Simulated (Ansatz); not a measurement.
**C₆H₁₅In: up Jacob's ladder to CCSD(T)**

One table from this session's results is given with a row withheld; the runs are named, their logs left out.

Program: Ansatz 0.2.0, Gaussian basis. Level of theory: functionals in def2-TZVPP, the program's frozen cores in correlated methods. These are calculated values, not measurements.

The runs, in order: LDA (SPW92), PBE-D4, revPBE-D4, BLYP-D4, r2SCAN-D4, B97M-V, PBE0-D4, B3LYP-D4, r2SCANh-D4, r2SCAN0-D4, HSE06-D4, BHLYP-D4, CAM-B3LYP-D4, LC-ωPBE, ωB97X-V, ωB97M-V, B2PLYP, PBE-QIDH; CCSD(T)/def2-SVP; CCSD(T)/def2-TZVPP; MP2/def2-QZVPP; extrapolation to the limit; RPA on PBE.

### The geometry

All runs share one geometry, relaxed beforehand with PBE0-D4 in a triple-zeta def2 set. In takes the def2 core potential; no spin-orbit term is included.

SMILES `C[CH](C)[InH][CH](C)C`, 22 atoms, charge 0, spin multiplicity 1.

Atoms are counted from 1 here; the program's logs count them from 0.

Bond lengths: C1–C2 1.521 Å, C1–H8 1.093 Å, C1–H9 1.095 Å, C1–H10 1.099 Å, C2–C3 1.526 Å, C2–In4 2.188 Å, C2–H11 1.096 Å, C3–H12 1.094 Å, C3–H13 1.098 Å, C3–H14 1.096 Å, In4–C5 2.188 Å, In4–H15 1.745 Å, C5–C6 1.523 Å, C5–C7 1.523 Å, C5–H16 1.098 Å, C6–H17 1.098 Å, C6–H18 1.093 Å, C6–H19 1.095 Å and more. Angles: C2–C1–H8 112.4°, C2–C1–H9 111.6°, C2–C1–H10 111.2°, H8–C1–H9 107.1°, H8–C1–H10 107.3°, H9–C1–H10 107.0°, C1–C2–C3 111.4°, C1–C2–In4 112.9°, C1–C2–H11 108.9°, C3–C2–In4 109.6°, C3–C2–H11 108.0°, In4–C2–H11 105.8°, C2–C3–H12 112.5°, C2–C3–H13 111.0°, C2–C3–H14 111.9°, H12–C3–H13 107.2°, H12–C3–H14 107.6°, H13–C3–H14 106.4° and more.

Geometry (Å):

```
atom    x (Å)    y (Å)    z (Å)
  C1   0.4951  -2.6947  -1.6655
  C2   0.7893  -1.4250  -0.8821
  C3   1.5611  -1.7286   0.3984
 In4  -1.0153  -0.2843  -0.4006
  C5  -0.8894   1.8240   0.1709
  C6  -1.9040   2.1919   1.2453
  C7   0.5223   2.2336   0.5688
  H8  -0.0007  -2.4914  -2.6187
  H9  -0.1540  -3.3738  -1.1039
 H10   1.4188  -3.2457  -1.8894
 H11   1.4052  -0.7611  -1.5001
 H12   1.8433  -0.8223   0.9419
 H13   2.4873  -2.2764   0.1784
 H14   0.9842  -2.3591   1.0838
 H15  -2.5694  -1.0762  -0.4305
 H16  -1.1570   2.3614  -0.7488
 H17  -1.8744   3.2672   1.4664
 H18  -2.9274   1.9445   0.9518
 H19  -1.7019   1.6731   2.1883
 H20   0.8518   1.7187   1.4773
 H21   0.5793   3.3099   0.7796
 H22   1.2562   2.0144  -0.2115
```

The first run:

File in.yaml:

```yaml
crystal:
  periodic: [false, false, false]
  atoms:
    - {symbol: C, position_ang: [0.495087, -2.694683, -1.665548]}
    - {symbol: C, position_ang: [0.789307, -1.424977, -0.882130]}
    - {symbol: C, position_ang: [1.561058, -1.728629, 0.398386]}
    - {symbol: In, position_ang: [-1.015274, -0.284346, -0.400587]}
    - {symbol: C, position_ang: [-0.889368, 1.823966, 0.170874]}
    - {symbol: C, position_ang: [-1.904037, 2.191870, 1.245266]}
    - {symbol: C, position_ang: [0.522253, 2.233633, 0.568849]}
    - {symbol: H, position_ang: [-0.000727, -2.491403, -2.618672]}
    - {symbol: H, position_ang: [-0.154050, -3.373807, -1.103882]}
    - {symbol: H, position_ang: [1.418831, -3.245721, -1.889354]}
    - {symbol: H, position_ang: [1.405174, -0.761120, -1.500055]}
    - {symbol: H, position_ang: [1.843277, -0.822295, 0.941872]}
    - {symbol: H, position_ang: [2.487303, -2.276429, 0.178414]}
    - {symbol: H, position_ang: [0.984151, -2.359071, 1.083845]}
    - {symbol: H, position_ang: [-2.569433, -1.076249, -0.430539]}
    - {symbol: H, position_ang: [-1.156952, 2.361400, -0.748765]}
    - {symbol: H, position_ang: [-1.874425, 3.267226, 1.466444]}
    - {symbol: H, position_ang: [-2.927427, 1.944542, 0.951778]}
    - {symbol: H, position_ang: [-1.701934, 1.673098, 2.188326]}
    - {symbol: H, position_ang: [0.851766, 1.718652, 1.477297]}
    - {symbol: H, position_ang: [0.579261, 3.309921, 0.779645]}
    - {symbol: H, position_ang: [1.256158, 2.014420, -0.211473]}
basis:
  gaussian: {orbitals: def2-TZVPP}
hamiltonian: {xc: lda}
output: {orbitals: {seedname: orbitals}}
```

Run with:

```sh
ansatz run in.yaml --threads 4 --pin off --events-out ev --progress --plain --max-ram 66560MiB --backend cuda --devices 0, --max-vram 37GiB
```

Steps of the session up to this table: LDA; PBE-D4 (GGA); revPBE-D4 (GGA); BLYP-D4 (GGA); r2SCAN-D4 (meta-GGA); B97M-V (meta-GGA); PBE0-D4 (hybrid); B3LYP-D4 (hybrid); r2SCANh-D4 (hybrid); r2SCAN0-D4 (hybrid); HSE06-D4 (hybrid); BHLYP-D4 (hybrid); CAM-B3LYP-D4 (range-separated); LC-ωPBE (range-separated); ωB97X-V (range-separated); ωB97M-V (range-separated); B2PLYP (double hybrid); PBE-QIDH (double hybrid).

One of the session's tables, all rows but one given; the rest of the session is left out.

It belongs to the step «Orbital energies across the functionals». 

| functional | HOMO (eV) | LUMO (eV) | gap (eV) |
| --- | --- | --- | --- |
| LDA (SPW92) | -5.32 | -2.33 | 2.98 |
| PBE-D4 | ? | ? | ? |
| revPBE-D4 | -5.12 | -1.91 | 3.21 |
| BLYP-D4 | -5.05 | -2.01 | 3.04 |
| r2SCAN-D4 | -5.34 | -1.78 | 3.56 |
| B97M-V | -5.43 | -2.09 | 3.33 |
| PBE0-D4 | -6.24 | -1.31 | 4.92 |
| B3LYP-D4 | -6.06 | -1.59 | 4.46 |
| r2SCANh-D4 | -5.74 | -1.53 | 4.22 |
| r2SCAN0-D4 | -6.35 | -1.16 | 5.19 |
| HSE06-D4 | -5.85 | -1.67 | 4.18 |
| BHLYP-D4 | -7.22 | -0.69 | 6.53 |
| CAM-B3LYP-D4 | -7.50 | -0.54 | 6.96 |
| LC-ωPBE | -8.77 | 0.59 | 9.36 |
| ωB97X-V | -8.44 | 0.39 | 8.83 |
| ωB97M-V | -8.35 | 0.05 | 8.40 |

Q: Estimate the row for PBE-D4 from the others.

The run gave: HOMO (eV): -5.18; LUMO (eV): -2.05; gap (eV): 3.13. In the column «HOMO (eV)» it lies between LDA (SPW92) (-5.32) and revPBE-D4 (-5.12).
